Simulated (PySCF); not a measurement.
**A diatomic session: BeH**

An exercise on one series of results from a longer session: the logs are not shown, and one member is left open.

The runs use PySCF 2.14.0; Be pcseg-1, H pcseg-1, no relativity.

Set-up of the first run:

A driver script around PySCF takes these settings:

- atoms: Be, H
- charge: 0
- basis: Be pcseg-1, H pcseg-1
- Hamiltonian: no relativity
- basis functions: 14
- electrons treated: 5
- masses in u: 9.0122, 1.0078
- levels: PBE0, PBE, r²SCAN, M06-2X, B97-3, BHandHLYP, HF, MP2, SCS-MP2, CCSD, CCSD(T)
- grid: 80 radial by 434 angular points
- occupations: held fixed by the projection of orbital angular momentum
- dissociation limit: Be + H, each in its ground configuration
- starting distance in angstrom: 1.280
- values of 2S to try: 1, 3

Run with:

```bash
OMP_NUM_THREADS=1 python dia.py task.json out
```

Among the steps run: Input; The PBE0 curve of the state that the search chose; Higher solutions at PBE0; PBE (GGA); r²SCAN (meta-GGA); M06-2X (hybrid meta-GGA); B97-3; BHandHLYP (global hybrid GGA); UHF (mean field); MP2 and coupled cluster.

One table of the session follows, with a row left open; its other results are not shown here.

| level | Re (Å) | ωe (cm⁻¹) | De (eV) |
| --- | --- | --- | --- |
| UHF | 1.340 | 2156 | 2.07 |
| UHF-MP2 | 1.338 | 2136 | 2.10 |
| UHF-SCS-MP2 | 1.338 | 2131 | 2.09 |
| UHF-CCSD | 1.346 | 2064 | 1.80 |
| UHF-CCSD(T) | ? | ? | ? |
| PBE | 1.361 | 2001 | 2.32 |
| r²SCAN | 1.354 | 2042 | 2.52 |
| PBE0 | 1.352 | 2057 | 2.33 |
| B97-3 | 1.349 | 2064 | 2.29 |
| BHandHLYP | 1.338 | 2121 | 2.39 |
| M06-2X | 1.347 | 2062 | 2.18 |

Q: Estimate the row for UHF-CCSD(T) from the others.

The run gave: Re (Å): 1.347; ωe (cm⁻¹): 2060; De (eV): 1.81.
